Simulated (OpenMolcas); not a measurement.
# Ru³⁺ among point charges: CASSCF and CASPT2 levels and susceptibility, part 2 of 2

How does a field of 4 point charges split the states of Ru³⁺, and what χT follows?

OpenMolcas 26.06; ANO-RCC-VDZP, DKH2, active space 5 electrons in 5 orbitals (4d), orbitals: per spin and parity. Surroundings: 4 point charges of -1 e arranged as a tetrahedron (Td), 1.69 Å from the ion.

**7. CASPT2: IPEA 0.25, imaginary shift 0.1 (closed shells correlated: 4s 4p)**

The input, a.inp:

```
>>> COPY JOB001 $Project.JobIph
&CASPT2
Multistate=1 1
Frozen=14
IPEA=0.25
Imaginary=0.1
MaxIter=60
WThr=0.0 0.3 0.05
PrWF=0.5
NoMix
>>> COPY JOB002 $Project.JobIph
&CASPT2
Multistate=24 1 2 3 4 5 6 7 8 9 10 11 12 13 14 15 16 17 18 19 20 21 22
23 24
NoMult
Frozen=14
IPEA=0.25
Imaginary=0.1
MaxIter=60
WThr=0.0 0.3 0.05
PrWF=0.5
NoMix
>>> COPY JOB003 $Project.JobIph
&CASPT2
Multistate=75 1 2 3 4 5 6 7 8 9 10 11 12 13 14 15 16 17 18 19 20 21 22
23 24 25 26 27 28 29 30 31 32 33 34 35 36 37 38 39 40 41 42 43 44 45 46
47 48 49 50 51 52 53 54 55 56 57 58 59 60 61 62 63 64 65 66 67 68 69 70
71 72 73 74 75
NoMult
Frozen=14
IPEA=0.25
Imaginary=0.1
MaxIter=60
WThr=0.0 0.3 0.05
PrWF=0.5
NoMix
```

Command:

```
OMP_NUM_THREADS=1 MOLCAS_MEM=1689 MOLCAS_PROJECT=a pymolcas a.inp > a.log
```

Output:

```text
Orbital specifications:
      -----------------------

      Symmetry species                           1
                                                 a
      Frozen orbitals                           14
      Inactive orbitals                          4
      Active orbitals                            5
      Secondary orbitals                        20
      Deleted orbitals                           0
      Number of basis functions                 43
Type of calculation                        SS-CASPT2
      Fock operator                              state-specific
      IPEA shift                                 0.25
      Real shift                                 0.00
      Imaginary shift                            0.10
      The input orbitals will be transformed to quasi-canonical
Reference energy:       -4529.3588004491
      E2 (Non-variational):      -0.2483144051
      Shift correction:          -0.0001294231
      E2 (Variational):          -0.2484438282
      Total energy:           -4529.6072442774
      Residual norm:              0.0000001776
      Reference weight:           0.94852
      Contributions to the CASPT2 correlation energy
      Active & Virtual Only:         -0.0548398289
      One Inactive Excited:          -0.1240223845
      Two Inactive Excited:          -0.0694521917
::    CASPT2 Root  1     Total energy:  -4529.60724428
Orbital specifications:
      -----------------------

      Symmetry species                           1
                                                 a
      Frozen orbitals                           14
      Inactive orbitals                          4
      Active orbitals                            5
      Secondary orbitals                        20
      Deleted orbitals                           0
      Number of basis functions                 43
Type of calculation                        SS-CASPT2
      Fock operator                              state-specific
      IPEA shift                                 0.25
      Real shift                                 0.00
      Imaginary shift                            0.10
      The input orbitals will be transformed to quasi-canonical
Reference energy:       -4529.2460324946
      E2 (Non-variational):      -0.2583840124
      Shift correction:          -0.0001521971
      E2 (Variational):          -0.2585362095
      Total energy:           -4529.5045687040
      Residual norm:              0.0000004069
      Reference weight:           0.94551
      Contributions to the CASPT2 correlation energy
      Active & Virtual Only:         -0.0596349750
      One Inactive Excited:          -0.1268858308
      Two Inactive Excited:          -0.0718632066
Reference energy:       -4529.2460324946
      E2 (Non-variational):      -0.2581040249
      Shift correction:          -0.0001508814
      E2 (Variational):          -0.2582549063
      Total energy:           -4529.5042874009
      Residual norm:              0.0000003980
      Reference weight:           0.94567
      Contributions to the CASPT2 correlation energy
      Active & Virtual Only:         -0.0594977279
      One Inactive Excited:          -0.1267742487
      Two Inactive Excited:          -0.0718320483
::    CASPT2 Root  1     Total energy:  -4529.50456870
::    CASPT2 Root  2     Total energy:  -4529.50428740
::    CASPT2 Root  3     Total energy:  -4529.50448067
::    CASPT2 Root  4     Total energy:  -4529.49728995
::    CASPT2 Root  5     Total energy:  -4529.49726332
::    CASPT2 Root  6     Total energy:  -4529.49727953
::    CASPT2 Root  7     Total energy:  -4529.49459269
::    CASPT2 Root  8     Total energy:  -4529.49491240
::    CASPT2 Root  9     Total energy:  -4529.49502191
::    CASPT2 Root 10     Total energy:  -4529.47731059
::    CASPT2 Root 11     Total energy:  -4529.47724489
::    CASPT2 Root 12     Total energy:  -4529.47694325
::    CASPT2 Root 13     Total energy:  -4529.47415245
::    CASPT2 Root 14     Total energy:  -4529.47418272
::    CASPT2 Root 15     Total energy:  -4529.46859173
::    CASPT2 Root 16     Total energy:  -4529.46909714
::    CASPT2 Root 17     Total energy:  -4529.46856831
::    CASPT2 Root 18     Total energy:  -4529.42721681
::    CASPT2 Root 19     Total energy:  -4529.42430448
::    CASPT2 Root 20     Total energy:  -4529.42404172
::    CASPT2 Root 21     Total energy:  -4529.42406469
::    CASPT2 Root 22     Total energy:  -4529.41851622
::    CASPT2 Root 23     Total energy:  -4529.41846777
::    CASPT2 Root 24     Total energy:  -4529.41852013
Orbital specifications:
      -----------------------

      Symmetry species                           1
                                                 a
      Frozen orbitals                           14
      Inactive orbitals                          4
      Active orbitals                            5
      Secondary orbitals                        20
      Deleted orbitals                           0
      Number of basis functions                 43
Type of calculation                        SS-CASPT2
      Fock operator                              state-specific
      IPEA shift                                 0.25
      Real shift                                 0.00
      Imaginary shift                            0.10
      The input orbitals will be transformed to quasi-canonical
Reference energy:       -4529.1983839770
      E2 (Non-variational):      -0.2571939336
      Shift correction:          -0.0001409318
      E2 (Variational):          -0.2573348655
      Total energy:           -4529.4557188425
      Residual norm:              0.0000000865
      Reference weight:           0.94678
      Contributions to the CASPT2 correlation energy
      Active & Virtual Only:         -0.0567092613
      One Inactive Excited:          -0.1313183915
      Two Inactive Excited:          -0.0691662808
Reference energy:       -4529.1983839770
      E2 (Non-variational):      -0.2569519574
      Shift correction:          -0.0001395606
      E2 (Variational):          -0.2570915180
      Total energy:           -4529.4554754950
      Residual norm:              0.0000000762
      Reference weight:           0.94692
      Contributions to the CASPT2 correlation energy
      Active & Virtual Only:         -0.0565897540
      One Inactive Excited:          -0.1312479138
      Two Inactive Excited:          -0.0691142895
::    CASPT2 Root  1     Total energy:  -4529.45571884
::    CASPT2 Root  2     Total energy:  -4529.45547550
::    CASPT2 Root  3     Total energy:  -4529.45558209
::    CASPT2 Root  4     Total energy:  -4529.45078737
::    CASPT2 Root  5     Total energy:  -4529.44948457
::    CASPT2 Root  6     Total energy:  -4529.44947109
::    CASPT2 Root  7     Total energy:  -4529.44886334
::    CASPT2 Root  8     Total energy:  -4529.44750056
::    CASPT2 Root  9     Total energy:  -4529.44675468
::    CASPT2 Root 10     Total energy:  -4529.44681464
::    CASPT2 Root 11     Total energy:  -4529.44429524
::    CASPT2 Root 12     Total energy:  -4529.44422815
::    CASPT2 Root 13     Total energy:  -4529.44242842
::    CASPT2 Root 14     Total energy:  -4529.43790152
::    CASPT2 Root 15     Total energy:  -4529.43759971
::    CASPT2 Root 16     Total energy:  -4529.43768118
::    CASPT2 Root 17     Total energy:  -4529.43343908
::    CASPT2 Root 18     Total energy:  -4529.43354641
::    CASPT2 Root 19     Total energy:  -4529.42650187
::    CASPT2 Root 20     Total energy:  -4529.42655225
::    CASPT2 Root 21     Total energy:  -4529.42657411
::    CASPT2 Root 22     Total energy:  -4529.42020453
::    CASPT2 Root 23     Total energy:  -4529.42002732
::    CASPT2 Root 24     Total energy:  -4529.42037634
::    CASPT2 Root 25     Total energy:  -4529.41738335
::    CASPT2 Root 26     Total energy:  -4529.41237738
::    CASPT2 Root 27     Total energy:  -4529.41200343
::    CASPT2 Root 28     Total energy:  -4529.41205818
::    CASPT2 Root 29     Total energy:  -4529.41103836
::    CASPT2 Root 30     Total energy:  -4529.41123419
```

Time for this run: 8.3 s (1 thread, shared host).

SS-CASPT2: lowest energy less the reference's lowest, -0.2484 hartree; reference weights 0.935 to 0.949.

States without spin-orbit coupling:

```csv
state,degeneracy,E (cm-1),free-ion L (%)
6A1,1,0,S (100)
4T1,3,22562,G (76)
4T2,3,24135,G (97)
4E,2,24642,G (100)
4A1,1,24724,G (100)
4T2,3,28549,D (94)
4E,2,29207,D (100)
4T1,3,30395,P (77)
2T2,3,33284,I (65)
2A2,1,34338,I (81)
2T1,3,34671,I (85)
2T2,3,35164,I (88)
2E,2,35771,I (94)
2A1,1,36173,I (100)
2T2,3,37205,D (49)
2E,2,38134,D (76)
4A2,1,39511,F (100)
2T1,3,39659,F (71)
4T1,3,40187,F (99)
2T2,3,41051,G (33)
4T2,3,41424,F (93)
2A2,1,41670,F (82)
2T1,3,42819,H (77)
2E,2,43041,G (60)
```

With spin-orbit coupling:

| E (cm-1) | Degeneracy | Label | 2S+1 | g |
| --- | --- | --- | --- | --- |
| 0 | 6 |  | 6 |  |
| 22290 | 4 | Γ8 | 4 |  |
| 22450 | 2 | Γ6 | 4 | 2.67 2.67 2.67 |
| 22450 | 2 | Γ7 | 4 | 2.48 2.48 2.48 |
| 22530 | 4 | Γ8 | 4 |  |
| 23980 | 2 | Γ6 | 4 | 2.60 2.60 2.60 |
| 24010 | 4 | Γ8 | 4 |  |
| 24150 | 4 | Γ8 | 4 |  |
| 24200 | 2 | Γ7 | 4 | 0.27 0.27 0.27 |
| 24630 | 2 | Γ7 | 4 | 0.47 0.47 0.47 |
| 24640 | 4 | Γ8 | 4 |  |
| 24680 | 2 | Γ6 | 4 | 2.72 2.72 2.72 |
| 24760 | 4 | Γ8 | 4 |  |
| 27590 | 2 | Γ7 | 4 | 1.41 1.41 1.41 |
| 27770 | 4 | Γ8 | 4 |  |
| 28100 | 4 | Γ8 | 4 |  |
| 28370 | 2 | Γ7 | 4 | 0.46 0.46 0.46 |
| 28700 | 2 | Γ6 | 4 | 0.16 0.16 0.16 |
| 28980 | 4 | Γ8 | 4 |  |
| 29320 | 2 | Γ6 | 4 | 3.09 3.09 3.09 |
| 30740 | 2 | Γ6 | 4 | 2.27 2.27 2.27 |
| 31130 | 4 | Γ8 | 4 |  |
| 31220 | 4 | Γ8 | 4 |  |
| 31260 | 2 | Γ7 | 4 | 2.48 2.48 2.48 |

Powder χT (cm³ K/mol): 4.37 at 2 K, 4.37 at 5 K, 4.37 at 10 K, 4.37 at 20 K, 4.37 at 50 K, 4.37 at 100 K, 4.37 at 150 K, 4.37 at 200 K, 4.37 at 250 K, 4.37 at 300 K.

A ligand-field fit to the states below 45000 cm-1 gives 10Dq = -3497 cm-1, B = 734 cm-1 and C = 3388 cm-1 (C/B = 4.61), with a deviation of 511 cm-1.

**8. The methods side by side**

A. CASSCF
B. SS-CASPT2, IPEA 0.25, imaginary shift 0.1 (closed shells correlated: 4s 4p)

```
method  ground state  first gap with spin-orbit (cm-1)  χT at 300 K
     A           6A1                           24517.6         4.37
     B           6A1                           22285.6         4.37
```

**9. Results**

This closing draws on all 2 parts.

```
                 quantity                                                                        value
                   method  SS-CASPT2, IPEA 0.25, imaginary shift 0.1 (closed shells correlated: 4s 4p)
   spin-free ground state                                              6A1, 1-fold in its orbital part
             lowest level                                                                       6-fold
               next level                                                                 22285.6 cm⁻¹
              χT at 300 K                                                               4.37 cm³ K/mol
effective moment at 300 K                                                                      5.91 μB
```

Cost by method:

| method | time of its own steps | time with the reference |
| --- | --- | --- |
| A. CASSCF | 21 s | 21 s |
| B. SS-CASPT2, IPEA 0.25, imaginary shift 0.1, +4s 4p | 8.3 s | 29 s |

Times are of one thread on a shared host.

In words: The spin-free ground state (6A1) comes to 100 % from free-ion S terms and keeps the highest spin of the shell. χT at 300 K is 4.37, against 4.39 cm³ K/mol for the spin alone, as a half-filled shell (L = 0) has no orbital moment. An active space of the d shell alone favours high spin; real ions in strong fields can be low spin. A ligand-field fit to the states below 45000 cm-1 gives 10Dq = -3497 cm-1, B = 734 cm-1 and C = 3388 cm-1 (C/B = 4.61), with a deviation of 511 cm-1. CASPT2 does not keep the components of a term degenerate, and the means are used. The field of point charges can differ much from that of real complexes. Point charges carry no covalency, so the field is a model and not that of real ligands.
